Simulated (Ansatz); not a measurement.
# Lanthanum, omega (AlB2-type) under m-r²SCAN: ground state and equation of state

What does m-r²SCAN give for lanthanum in the omega (AlB2-type) structure? We relax it, solve it on a dense k-mesh, then scale the cell to 7 volumes from 88 to 112 % of the relaxed one and try a fit of the equation of state. The start is ferromagnetic. The k-meshes are 6×6×9 for the relaxation; 8×8×12 for the dense run; 7×7×10 for the volumes.

Computed with Ansatz 0.2.0 (DFT m-r2SCAN, plane waves (500 eV) with PAW, scalar-relativistic; the PAW data stem from PBE, with regenerated cores; m-r²SCAN is r²SCAN on the gauge-invariant kinetic-energy density, unless a step says otherwise).

### Step 1. The structure to begin with

Symmetry: P6/mmm, No. 191, hexagonal system. The conventional cell has a = 5.957 Å, b = 5.957 Å, c = 3.652 Å, α = 90.00°, β = 90.00°, γ = 120.00°. La (site symmetry 6/mmm) is surrounded by 14 La at 3.65 to 3.89 Å. Around La (site symmetry -6m2) lie 11 La at 3.44 to 3.89 Å.

As a file:

```
CELL_PARAMETERS angstrom
5.95745 0.00000 0.00000
-2.97873 5.15931 0.00000
0.00000 0.00000 3.65192
ATOMIC_POSITIONS crystal
La 0.00000 0.00000 0.00000
La 0.33333 0.66667 0.50000
La 0.66667 0.33333 0.50000
```

Starting moments (μB): +1 ×3.

### Step 2. Relaxation of the cell

File input.yaml:

```yaml
crystal:
  lattice:
    - [5.957452521, 0.0, 0.0]
    - [-2.9787262605, 5.159305225, 0.0]
    - [0.0, 0.0, 3.6519183953]
  atoms:
    - { symbol: La, position: [0.0, 0.0, 0.0], spin: 1.0 }
    - { symbol: La, position: [0.3333333333, 0.6666666667, 0.5], spin: 1.0 }
    - { symbol: La, position: [0.6666666667, 0.3333333333, 0.5], spin: 1.0 }
hamiltonian:
  xc: mr2scan
  pseudopotentials:
    kind: paw
    azcp:
      La: "pseudopotentials/La.paw.azcp"
basis:
  ecutwfc: 500
  fft_grid_basis: typed
kpoints:
  mp_grid: { grid: [6, 6, 9], shift: [0, 0, 0] }
magnetization:
  spin_polarized: true
scf:
  occupations: { method: fermi_dirac, width: 0.05 }
relax:
  max_steps: 60
  f_tol: 0.01
  cell: {}
output:
  write_density: true
  write_potential: true
  elf: true
  volumetric_format: npy
```

The run is started by

```console
ansatz run input.yaml --threads 2 --pin off --max-ram 6144MiB --backend cpu --events-out ev --progress --plain --runs-dir out
```

The runs that follow: Single point on a dense mesh; Volume × 0.88; Volume × 0.92; Volume × 0.96; Volume × 1.0; Volume × 1.04; Volume × 1.08; Volume × 1.12.

**Question.** What will these runs give? Wanted: space group; conventional cell; volume; shortest distance; gap on the mesh; magnetic state; relative to dhcp; V₀, B₀, B₀′.

As calculated:

| quantity | value |
| --- | --- |
| space group (spins left aside) | P6/mmm (No. 191) |
| conventional cell | a = 5.986 Å, c = 3.600 Å (c/a = 0.601) |
| volume | 37.231 Å³/atom |
| shortest distance | 3.456 Å |
| gap on the mesh | none (levels filled in part) |
| magnetic state | non-magnetic |
| relative to dhcp | +13 meV/atom |
| V₀, B₀, B₀′ | 37.372 Å³/atom, 26 GPa, 2.0 |

What this shows: From the guessed start the volume shrank by 0.5 % in 4 steps. It lies 13 meV/atom above the element's reference form at the same level (dhcp, from a run of its own). The starting moments do not survive. Levels at the Fermi energy are filled in part, as in a metal. The fitted modulus is 26 GPa; letting shape and positions relax at each volume could only lower it. The symmetry was held, so the structure may be unstable against distortions that break it.
